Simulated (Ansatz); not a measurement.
# C₃H₈BNO: a ladder of functionals and wavefunction methods

How much do the methods differ for C₃H₈BNO? The plan is to run it at one geometry with functionals of several rungs and with coupled cluster, and see how far each lands from CCSD(T) at the basis-set limit for the atomisation energy.

Computed with Ansatz 0.2.0, Gaussian basis. Level: functionals in def2-TZVPP, the program's frozen cores in correlated methods.

Levels to be run: PBE-D4, r2SCAN-D4, PBE0-D4, B3LYP-D4, ωB97X-V, ωB97M-V, B2PLYP; CCSD(T)/def2-TZVPP; MP2/def2-QZVPP; extrapolation to the limit.

## 1. The geometry

All runs share one geometry, relaxed beforehand with PBE0-D4 in a triple-zeta def2 set.

14 atoms, charge 0, spin multiplicity 1.

Atoms are counted from 1 here; the program's logs count them from 0.

Bond lengths: B1–C2 1.567 Å, B1–H7 1.194 Å, B1–H8 1.194 Å, C2–O3 1.425 Å, C2–C4 1.511 Å, C2–H9 1.099 Å, O3–H10 0.962 Å, C4–C5 1.335 Å, C4–N6 1.388 Å, C5–H11 1.081 Å, C5–H12 1.084 Å, N6–H13 1.008 Å, N6–H14 1.010 Å. Angles: C2–B1–H7 118.2°, C2–B1–H8 121.0°, H7–B1–H8 120.8°, B1–C2–O3 111.5°, B1–C2–C4 104.8°, B1–C2–H9 109.9°, O3–C2–C4 111.3°, O3–C2–H9 111.2°, C4–C2–H9 107.8°, C2–O3–H10 107.8°, C2–C4–C5 123.2°, C2–C4–N6 111.1°, C5–C4–N6 125.5°, C4–C5–H11 120.4°, C4–C5–H12 121.8°, H11–C5–H12 117.8°, C4–N6–H13 115.8°, C4–N6–H14 113.3° and more.

## 2. PBE-D4 (GGA)

File in.yaml:

```yaml
crystal:
  periodic: [false, false, false]
  atoms:
    - {symbol: B, position_ang: [-1.856917, 0.025398, 0.092755]}
    - {symbol: C, position_ang: [-0.509908, 0.731714, -0.283333]}
    - {symbol: O, position_ang: [-0.263193, 1.861434, 0.549258]}
    - {symbol: C, position_ang: [0.549147, -0.330568, -0.097514]}
    - {symbol: C, position_ang: [1.233777, -0.864799, -1.110932]}
    - {symbol: N, position_ang: [0.621790, -0.737520, 1.227105]}
    - {symbol: H, position_ang: [-2.251301, -0.849901, -0.617013]}
    - {symbol: H, position_ang: [-2.468328, 0.345679, 1.067405]}
    - {symbol: H, position_ang: [-0.519382, 1.015104, -1.344697]}
    - {symbol: H, position_ang: [0.570327, 2.254645, 0.272346]}
    - {symbol: H, position_ang: [1.058875, -0.531926, -2.124303]}
    - {symbol: H, position_ang: [1.948411, -1.665727, -0.958837]}
    - {symbol: H, position_ang: [1.426315, -1.292246, 1.472691]}
    - {symbol: H, position_ang: [0.447388, 0.009512, 1.883967]}
basis:
  gaussian: {orbitals: def2-TZVPP}
hamiltonian: {xc: pbe, dispersion: d4}
output: {forces: true, orbitals: {seedname: orbitals}}
```

Run with:

```bash
$ ansatz run in.yaml --threads 4 --pin off --events-out ev --progress --plain --max-ram 10444MiB
```

After this run come: r2SCAN-D4 (meta-GGA); PBE0-D4 (hybrid); B3LYP-D4 (hybrid); ωB97X-V (range-separated); ωB97M-V (range-separated); B2PLYP (double hybrid); CCSD(T) in def2-TZVPP; MP2 in def2-QZVPP.

Before running them: what should the planned runs give, taken together? Wanted: atomisation energy, CCSD(T)/CBS; farthest; mean size of error, hybrid; mean size of error, range-separated; gap, smallest and largest; T1 diagnostic; triples share of the correlation energy.

As calculated:

```
                               quantity                                value
        atomisation energy, CCSD(T)/CBS                        5441.8 kJ/mol
 functionals within 27.2 kJ/mol (0.5 %)                              ωB97X-V
                               farthest               PBE-D4 (+169.8 kJ/mol)
             mean size of error, hybrid                          43.9 kJ/mol
    mean size of error, range-separated                          32.1 kJ/mol
              gap, smallest and largest  2.78 eV (PBE-D4), 9.45 eV (ωB97X-V)
                          T1 diagnostic                               0.0119
triples share of the correlation energy                                4.0 %
```

**Reading.** PBE-D4 is off by +169.8 kJ/mol. Double hybrids carry the basis error of their MP2 part in triple zeta, and no dispersion term here, so their miss is partly the set-up's. Misses under about 27.2 kJ/mol are within the doubt on the reference itself, which lacks core-valence correlation, relativity and higher excitations. Hartree-Fock recovers 72 % of the binding; the rest is correlation. The gap grows from 2.8 to 9.5 eV across the functionals, mostly with the share of exact exchange.
